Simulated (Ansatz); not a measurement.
# ZnNi3N (Pm-3m): relaxations under a series of pressures from a Python script

Wanted for ZnNi3N (Pm-3m): relaxations under a series of pressures.

All numbers are computed with Ansatz 0.2.0, driven from Python. Level of theory: DFT PBEsol, plane waves, PAW.

### 1 The structure

It takes space group Pm-3m (No. 221, cubic). The conventional cell has a = 3.727 Å, b = 3.727 Å, c = 3.727 Å, α = 90.00°, β = 90.00°, γ = 90.00°. Around Zn (site symmetry m-3m) lie 12 Ni at 2.64 Å. Ni (site symmetry 4/mmm) is surrounded by 2 N at 1.86 Å. N (site symmetry m-3m) is surrounded by 6 Ni at 1.86 Å.

No structure file is read: the coordinates are typed or built in the script.

### 2 The code

compress.py

```python
"""Volume and enthalpy of ZnNi3N against pressure."""

import ansatz as az
import numpy as np

def edges_and_angles(cell):
    cell = np.asarray(cell)
    a, b, c = np.linalg.norm(cell, axis=1)
    cosines = cell[1] @ cell[2] / (b * c), cell[0] @ cell[2] / (a * c), cell[0] @ cell[1] / (a * b)
    return (a, b, c, *np.degrees(np.arccos(cosines)))


def main() -> None:
    cell = (
        az.Lattice.from_parameters(3.727013, 3.727013, 3.727013, alpha=90.0, beta=90.0, gamma=90.0)
        .atom("Zn", (0.0, 0.0, 0.0))
        .atom("Ni", (0.0, 0.5, 0.5))
        .atom("Ni", (0.5, 0.5, 0.0))
        .atom("Ni", (0.5, 0.0, 0.5))
        .atom("N", (0.5, 0.5, 0.5))
        .moments(Ni=1.5)
    )

    model = (
        cell.calculation()
        .functional("pbesol")
        .basis(550)  # plane waves up to this kinetic energy
        .kpoints(mesh=(6, 6, 6), center="gamma")
        .occupations("gaussian", width=0.1)  # fractional filling near the Fermi level
        .spin(az.SpinTreatment.COLLINEAR)
    )

    # H = F + PV, with 1 GPa A^3 = 1/160.21766 eV
    rows = []
    for pressure in [-2, 0, 2, 5, 10]:
        outcome = model.relax(cell=True, pressure=pressure, max_steps=40).run(threads=1, backend="cpu")
        cell = outcome.lattice.cell_ang
        n_atoms = len(outcome.lattice.sites)
        volume = abs(np.linalg.det(cell)) / n_atoms
        enthalpy = outcome.report["free_energy_ev"] / n_atoms + pressure * volume / 160.21766
        rows.append((pressure, volume, enthalpy, *edges_and_angles(cell)))
        print(f"{pressure} GPa done: {volume:.4f} A^3/atom")

    print(" P (GPa)  V (A^3/atom)  H (eV/atom)     a       b       c")
    for row in rows:
        print("{:8.1f} {:12.4f} {:14.5f} {:7.4f} {:7.4f} {:7.4f}".format(*row[:6]))
    p, v = np.array([row[0] for row in rows], float), np.array([row[1] for row in rows])
    print("mean bulk modulus between rows (GPa):", np.round(-np.diff(p) / np.diff(np.log(v)), 1))


if __name__ == "__main__":
    main()
```

### 3 The calls as engine input

The engine receives this input (first run):

```yaml
crystal:
  lattice:
    a: 3.727013
    b: 3.727013
    c: 3.727013
    alpha: 90.0
    beta: 90.0
    gamma: 90.0
  atoms:
    - { symbol: Zn, position: [0.0, 0.0, 0.0] }
    - { symbol: Ni, position: [0.0, 0.5, 0.5] }
    - { symbol: Ni, position: [0.5, 0.5, 0.0] }
    - { symbol: Ni, position: [0.5, 0.0, 0.5] }
    - { symbol: "N", position: [0.5, 0.5, 0.5] }
basis:
  ecutwfc: 550.0
kpoints:
  mp_grid:
    grid: [6, 6, 6]
    shift: [0.0, 0.0, 0.0]
hamiltonian:
  xc: pbesol
magnetization:
  spin_polarized: true
  per_species:
    Ni: 1.5
scf:
  occupations:
    method: gaussian
    width: 0.1
relax:
  max_steps: 40
  cell:
    p_target: -2.0
```

### 4 Running it

On the command line:

```bash
$ python compress.py
```

What it wrote:

```text
RunWarning: the starting moments were not kept: the SCF closed with an absolute magnetisation of 4.8e-6 μB, where they sum to 4.5 μB in size (3 sites). That is at most 0.1 of that sum. Measured as dr2_m measures the in/out step, that magnetisation stands [...]
-2 GPa done: 10.3069 A^3/atom
0 GPa done: 10.2109 A^3/atom
2 GPa done: 10.1232 A^3/atom
5 GPa done: 9.9965 A^3/atom
10 GPa done: 9.8049 A^3/atom
 P (GPa)  V (A^3/atom)  H (eV/atom)     a       b       c
    -2.0      10.3069    -4215.20859  3.7213  3.7213  3.7213
     0.0      10.2109    -4215.08052  3.7098  3.7098  3.7098
     2.0      10.1232    -4214.95360  3.6991  3.6991  3.6991
     5.0       9.9965    -4214.76524  3.6836  3.6836  3.6836
    10.0       9.8049    -4214.45632  3.6599  3.6599  3.6599
mean bulk modulus between rows (GPa): [213.7 231.7 238.3 258.3]
```

(Warnings from the package without file and line, shortened, repeats left out.)

It took 2 min on 1 thread of Intel Xeon 6975P-C (Granite Rapids), shared host; peak memory 0.56 GiB.

### 5 The engine's runs

One row for each of the 5 runs:

| run | pressure asked (GPa) | energy from run 2 (meV/atom) | final volume (Å³/atom) | pressure (GPa) | SCF cycles in all | CPU time (s) |
| --- | --- | --- | --- | --- | --- | --- |
| 1 | -2 | 0.59 | 10.31 | -2.00 | 42 | 20 |
| 2 | 0 | 0.00 | 10.21 | 0.04 | 47 | 22 |
| 3 | 2 | 0.56 | 10.12 | 2.00 | 52 | 24 |
| 4 | 5 | 3.31 | 10.00 | 5.01 | 55 | 25 |
| 5 | 10 | 12.22 | 9.80 | 9.98 | 58 | 26 |

Energies are free energies F = E - TS of the smeared occupations. 

### 6 How the relaxation of run 1 went

Step by step:

| step | energy from step 1 (eV/cell) | largest force component (eV/Å) | pressure (GPa) | volume (Å³) |
| --- | --- | --- | --- | --- |
| 1 | 0.0000 | 0.0000 | -2.96 | 51.77 |
| 2 | -0.0019 | 0.0000 | -2.50 | 51.66 |
| 3 | -0.0037 | 0.0000 | -2.00 | 51.53 |
| 4 | -0.0037 | 0.0000 | -2.00 | 51.53 |

Step 1 is the start. Step 4 repeats the geometry before it on a plane-wave basis chosen anew for that cell, so its energy need not be comparable with the rows above.

«Before» is this run's own start.

|  | before | after | change |
| --- | --- | --- | --- |
| a (Å) | 3.727 | 3.721 | -0.2 % |
| b (Å) | 3.727 | 3.721 | -0.2 % |
| c (Å) | 3.727 | 3.721 | -0.2 % |
| volume (Å³/atom) | 10.35 | 10.31 | -0.5 % |
| shortest distance (Å) | 1.864 | 1.861 | -0.2 % |
| space group (0.01 Å) | Pm-3m | Pm-3m | same |

Forces and stress were held to the start's 48 operations: a distortion of lower symmetry was not tested.

Under a set pressure the enthalpy E + pV is minimised, so E itself may rise.

### 7 How the relaxation of run 5 went

Step by step:

```csv
step,E - E(step 1) (eV/cell),largest force component (eV/Å),pressure (GPa),volume (Å³)
1,0.0000,0.0000,-2.96,51.77
2,0.0023,0.0000,3.69,50.25
3,0.0624,0.0000,10.69,48.89
4,0.0540,0.0000,9.97,49.02
5,0.0545,0.0000,9.98,49.02
```

Step 1 is the start. Step 5 repeats the geometry before it on a plane-wave basis chosen anew for that cell, so its energy need not be comparable with the rows above.

«Before» is this run's own start.

|  | before | after | change |
| --- | --- | --- | --- |
| a (Å) | 3.727 | 3.660 | -1.8 % |
| b (Å) | 3.727 | 3.660 | -1.8 % |
| c (Å) | 3.727 | 3.660 | -1.8 % |
| volume (Å³/atom) | 10.35 | 9.80 | -5.3 % |
| shortest distance (Å) | 1.864 | 1.830 | -1.8 % |
| space group (0.01 Å) | Pm-3m | Pm-3m | same |

Forces and stress were held to the start's 48 operations: a distortion of lower symmetry was not tested.

Under a set pressure the enthalpy E + pV is minimised, so E itself may rise.

### 8 Outcome

| quantity | value |
| --- | --- |
| bulk modulus between neighbouring pressures | 213.7 to 258.3 GPa |
| runs compared | 5 |
| range of energy | 12.22 meV/atom |

**Reading.** The crystal stiffens as it is compressed. The volume falls from 10.31 Å³ an atom at -2 GPa to 9.80 at 10 GPa, by 4.9 %. Between -2 and 0 GPa, -V dP/dV is about 214 GPa, a mean over that step. In run 1, the volume shrank by 0.5 % over 2 moves under the -2 GPa asked, and the space group stayed Pm-3m. In run 5, the volume shrank by 5.3 % over 3 moves under the 10 GPa asked, and the space group stayed Pm-3m. Notes:
- The SCF didn't keep the moments it started from (some shrank, vanished or turned); what is printed is the state reached.
- At a fixed pressure a relaxation lowers the enthalpy F + PV, while F alone can rise.
- The mesh is modest for a metal, so energies can be off by several to tens of meV an atom and pressures by half a GPa or more; differences at equal mesh fare better.
- The structure comes from a database of computed cells and needn't be a stable or known phase.
- Symmetry holds the cell in this phase, so another phase that may be stable under pressure is not reached. The starting moments were not kept in at least one run, so it stands on a weaker or other magnetic state than the one typed.
